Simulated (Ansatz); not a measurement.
**TiNH2Cl3 (SMILES [NH2][Ti]([Cl])([Cl])[Cl]): levels of theory compared**

We compute a comparison of 6 runs (HF/STO-3G, HF/def2-SVP, HF/cc-pVDZ, B3LYP/6-31G*, B3LYP/def2-SVP, PBE0/def2-SVP) of TiNH2Cl3. 

The calculation is run with Ansatz 0.2.0.

1 further run of the same task is left out (set aside as unsound or not needed).

### Step 1. The system as given

TiNH2Cl3: 7 atoms, total charge 0, spin state singlet. As SMILES, `[NH2][Ti]([Cl])([Cl])[Cl]`. The coordinates come from a PBE0-D4/def2-TZVP relaxation.

Bond lengths: N1–Ti2 1.838 Å, Ti2–Cl3 2.181 Å, Ti2–Cl4 2.192 Å, Ti2–Cl5 2.181 Å, N1–H6 1.012 Å, N1–H7 1.012 Å. Angles: N1–Ti2–Cl3 107.1°, N1–Ti2–Cl4 109.3°, N1–Ti2–Cl5 107.2°, Cl3–Ti2–Cl4 109.6°, Cl3–Ti2–Cl5 114.1°, Cl4–Ti2–Cl5 109.4°, Ti2–N1–H6 124.2°, Ti2–N1–H7 124.2°, H6–N1–H7 111.5°.

### Step 2. Energy and forces at HF/STO-3G (run 1)

Input file in.yaml:

```yaml
crystal:
  periodic: [false, false, false]
  atoms:
    - symbol: N
      position_ang: [-0.676400, 0.479600, 0.813100]
    - symbol: Ti
      position_ang: [0.416000, -0.273300, -0.459100]
    - symbol: Cl
      position_ang: [1.922500, -1.442100, 0.599700]
    - symbol: Cl
      position_ang: [-0.771400, -1.594700, -1.742800]
    - symbol: Cl
      position_ang: [1.232300, 1.358700, -1.654500]
    - symbol: H
      position_ang: [-1.200200, 1.334700, 0.679200]
    - symbol: H
      position_ang: [-0.861700, 0.068900, 1.718900]
basis:
  gaussian:
    orbitals: STO-3G
hamiltonian:
  xc: hf
accuracy: high
output: {forces: true, orbitals: {seedname: orbitals}}
```

The run is started by

```sh
ansatz run in.yaml --threads 1 --pin off --max-ram 2610MiB --events-out events.jsonl --progress --plain --runs-dir runs
```

The program printed:

```text
Warning: RAYON_NUM_THREADS=1 ignored (pool sized by the plan → 1); use --threads N
Functional definition: HF
  name "HF"
  exchange = exact_x
  correlation = 0
1160 factors; integrals over basis functions are off by at most 4.1e-9 eV
mean field evaluation 1: about -61460.2583 eV, gradient 3.8e1 eV
mean field evaluation 2: about -61460.3304 eV, gradient 3.9e1 eV
mean field evaluation 4: about -61466.0364 eV, gradient 1.6e0 eV
mean field evaluation 8: about -61466.0444 eV, gradient 2.3e-4 eV
mean field -61466.04443915 eV, -2258.8354699573 hartree, gradient 6.8e-8 eV, S^2 0.000000; 0 other end points of the search recorded, 0 dependent functions left out
the calculation of the forces begins
reference -61466.04443915 eV, -2258.8354699573 hartree; 41, 41 occupied and 11, 11 virtual orbitals, 1160 factors
Total energy: -61466.04443915 eV, -2258.8354699573 hartree
Atom 0 at    -0.676400     0.479600     0.813100 Å, force     0.893212    -0.548043    -0.949660 eV/Å
Atom 1 at     0.416000    -0.273300    -0.459100 Å, force    -0.461840     0.061848     0.200943 eV/Å
Atom 2 at     1.922500    -1.442100     0.599700 Å, force     0.093326    -0.031585    -0.027602 eV/Å
Atom 3 at    -0.771400    -1.594700    -1.742800 Å, force     0.129266     0.026481    -0.004495 eV/Å
Atom 4 at     1.232300     1.358700    -1.654500 Å, force     0.082999     0.000378    -0.054550 eV/Å
Atom 5 at    -1.200200     1.334700     0.679200 Å, force    -0.445652     0.534563     0.180355 eV/Å
Atom 6 at    -0.861700     0.068900     1.718900 Å, force    -0.291312    -0.043643     0.655009 eV/Å
Dipole moment:    -0.378345     0.296882     0.488658 e Å
```

Wall time 3.3 s (1 thread of Arm Neoverse V2, shared host); peak memory 0.32 GiB.

### Step 3. Energy and gradient at HF/def2-SVP (run 2)

Input file job.yaml:

```yaml
basis:
  gaussian:
    orbitals: def2-SVP
crystal:
  periodic: [false, false, false]
  atoms:
    - {symbol: "N", position_ang: [-0.676400, 0.479600, 0.813100]}
    - {symbol: Ti, position_ang: [0.416000, -0.273300, -0.459100]}
    - {symbol: Cl, position_ang: [1.922500, -1.442100, 0.599700]}
    - {symbol: Cl, position_ang: [-0.771400, -1.594700, -1.742800]}
    - {symbol: Cl, position_ang: [1.232300, 1.358700, -1.654500]}
    - {symbol: H, position_ang: [-1.200200, 1.334700, 0.679200]}
    - {symbol: H, position_ang: [-0.861700, 0.068900, 1.718900]}
output:
  forces: true
  orbitals: {seedname: orbitals}
hamiltonian:
  xc: hf
accuracy: high
```

The run is started by

```sh
ansatz run job.yaml --threads 1 --pin off --max-ram 2610MiB --events-out events.jsonl --progress --plain --runs-dir runs
```

The program printed:

```text
Warning: RAYON_NUM_THREADS=1 ignored (pool sized by the plan → 1); use --threads N
[... 4 set-up lines as earlier in the session ...]
2389 factors; integrals over basis functions are off by at most 2.7e-8 eV
mean field evaluation 1: about -62092.5543 eV, gradient 5.0e1 eV
mean field evaluation 2: about -62092.6591 eV, gradient 5.1e1 eV
mean field evaluation 4: about -62100.1034 eV, gradient 5.8e0 eV
mean field evaluation 8: about -62100.2177 eV, gradient 3.3e-1 eV
mean field evaluation 16: about -62100.2186 eV, gradient 1.3e-8 eV
mean field -62100.21864381 eV, -2282.1409421198 hartree, gradient 1.3e-8 eV, S^2 0.000000; 0 other end points of the search recorded, 0 dependent functions left out
the calculation of the forces begins
reference -62100.21864381 eV, -2282.1409421198 hartree; 41, 41 occupied and 68, 68 virtual orbitals, 2389 factors
Total energy: -62100.21864381 eV, -2282.1409421198 hartree
Atom 0 at    -0.676400     0.479600     0.813100 Å, force     0.325397    -0.219947    -0.368816 eV/Å
Atom 1 at     0.416000    -0.273300    -0.459100 Å, force    -0.766149     0.432615     0.765759 eV/Å
Atom 2 at     1.922500    -1.442100     0.599700 Å, force     0.210878    -0.146725     0.144874 eV/Å
Atom 3 at    -0.771400    -1.594700    -1.742800 Å, force    -0.117579    -0.156569    -0.158012 eV/Å
Atom 4 at     1.232300     1.358700    -1.654500 Å, force     0.120265     0.219869    -0.151449 eV/Å
Atom 5 at    -1.200200     1.334700     0.679200 Å, force     0.155838    -0.222776     0.014227 eV/Å
Atom 6 at    -0.861700     0.068900     1.718900 Å, force     0.071350     0.093533    -0.246584 eV/Å
Dipole moment:    -0.371998     0.295571     0.485378 e Å
```

It took 11 s on 1 thread of Arm Neoverse V2, shared host; peak memory 0.42 GiB.

Runs 3 to 5 aren't shown in full; the table further down has their settings and results.

### Step 4. Energy and gradient at PBE0/def2-SVP (run 6)

Input file molecule.yaml:

```yaml
crystal:
  periodic: [false, false, false]
  atoms:
    - {symbol: "N", position_ang: [-0.676400, 0.479600, 0.813100]}
    - {symbol: Ti, position_ang: [0.416000, -0.273300, -0.459100]}
    - {symbol: Cl, position_ang: [1.922500, -1.442100, 0.599700]}
    - {symbol: Cl, position_ang: [-0.771400, -1.594700, -1.742800]}
    - {symbol: Cl, position_ang: [1.232300, 1.358700, -1.654500]}
    - {symbol: H, position_ang: [-1.200200, 1.334700, 0.679200]}
    - {symbol: H, position_ang: [-0.861700, 0.068900, 1.718900]}
basis:
  gaussian:
    orbitals: def2-SVP
hamiltonian:
  xc: {name: PBE0}
output: {forces: true, orbitals: {seedname: orbitals}}
accuracy: high
```

The run is started by

```sh
ansatz run molecule.yaml --threads 1 --pin off --max-ram 2610MiB --events-out events.jsonl --progress --plain --runs-dir runs
```

The program printed:

```text
Warning: RAYON_NUM_THREADS=1 ignored (pool sized by the plan → 1); use --threads N
Functional definition: PBE0
  name "PBE0"
  parameter a = 0.25
  parameter kappa = 0.804
  parameter beta = 0.06672455060314922
  exchange = (1 - a)*pbe_x(kappa = kappa, mu = beta*pi^2/3) + a*exact_x
  correlation = pbe_c(beta = beta)
2389 factors; integrals over basis functions are off by at most 2.7e-8 eV
mean field evaluation 1: about -62168.8144 eV, gradient 6.0e1 eV
mean field evaluation 2: about -62024.5085 eV, gradient 2.8e2 eV
mean field evaluation 4: about -62174.6333 eV, gradient 3.0e1 eV
mean field evaluation 8: about -62176.8952 eV, gradient 8.8e-1 eV
mean field evaluation 16: about -62176.8974 eV, gradient 9.8e-5 eV
mean field -62176.89740072 eV, -2284.9588344616 hartree, gradient 2.5e-8 eV, S^2 0.000000; 0 other end points of the search recorded, 0 dependent functions left out
the calculation of the forces begins
reference -62176.89740693 eV, -2284.9588346898 hartree; 41, 41 occupied and 68, 68 virtual orbitals, 2389 factors
Total energy: -62176.89740693 eV, -2284.9588346898 hartree
Atom 0 at    -0.676400     0.479600     0.813100 Å, force     0.455740    -0.304968    -0.518217 eV/Å
Atom 1 at     0.416000    -0.273300    -0.459100 Å, force    -0.187100     0.128678     0.216262 eV/Å
Atom 2 at     1.922500    -1.442100     0.599700 Å, force    -0.067179     0.053725    -0.031402 eV/Å
Atom 3 at    -0.771400    -1.594700    -1.742800 Å, force     0.034766     0.058321     0.062239 eV/Å
Atom 4 at     1.232300     1.358700    -1.654500 Å, force    -0.039682    -0.058577     0.058800 eV/Å
Atom 5 at    -1.200200     1.334700     0.679200 Å, force    -0.154493     0.271669    -0.066206 eV/Å
Atom 6 at    -0.861700     0.068900     1.718900 Å, force    -0.042052    -0.148848     0.278524 eV/Å
Dipole moment:    -0.358953     0.294367     0.480206 e Å
```

Run time: 27 s. Hardware: 1 thread of Arm Neoverse V2, shared host; peak memory 0.5 GiB.

### Step 5. The series

```
run                               level   energy (Eh)  dipole moment (D)  HOMO energy (eV)  LUMO energy (eV)  wall time
  1                           HF/STO-3G  -2258.835470               3.29            -10.08              5.33      3.3 s
  2                         HF/def2-SVP  -2282.140942               3.26            -11.75              0.79       11 s
  3                          HF/cc-pVDZ  -2282.770641               3.27            -11.81              0.74       32 s
  4  B3LYP/6-31G* (spherical functions)  -2286.190357               3.48             -8.21             -3.50       29 s
  5                      B3LYP/def2-SVP  -2285.736840               3.10             -7.99             -3.25       24 s
  6                       PBE0/def2-SVP  -2284.958835               3.21             -8.36             -3.15       27 s
```

### Step 6. Results

| quantity | value |
| --- | --- |
| run 6: total energy | -2284.95883 Eh |
| run 6: dipole moment | 3.21 D |
| run 6: HOMO energy | -8.36 eV |
| run 6: LUMO energy | -3.15 eV |
| run 6: HOMO–LUMO gap | 5.21 eV |
| run 6: largest force on an atom | 0.754 eV/Å |

What this shows: The dipole moment (its size) runs from 3.10 D (B3LYP/def2-SVP) to 3.48 D (B3LYP/6-31G*). The HOMO–LUMO gap runs from 4.71 eV (B3LYP/6-31G*) to 15.41 eV (HF/STO-3G). The two ends differ in method and basis. Totals of different functionals can't be ranked against each other. In run 1 the basis is minimal, so the values are rough. All runs together took 2.1 min, the longest 32 s.
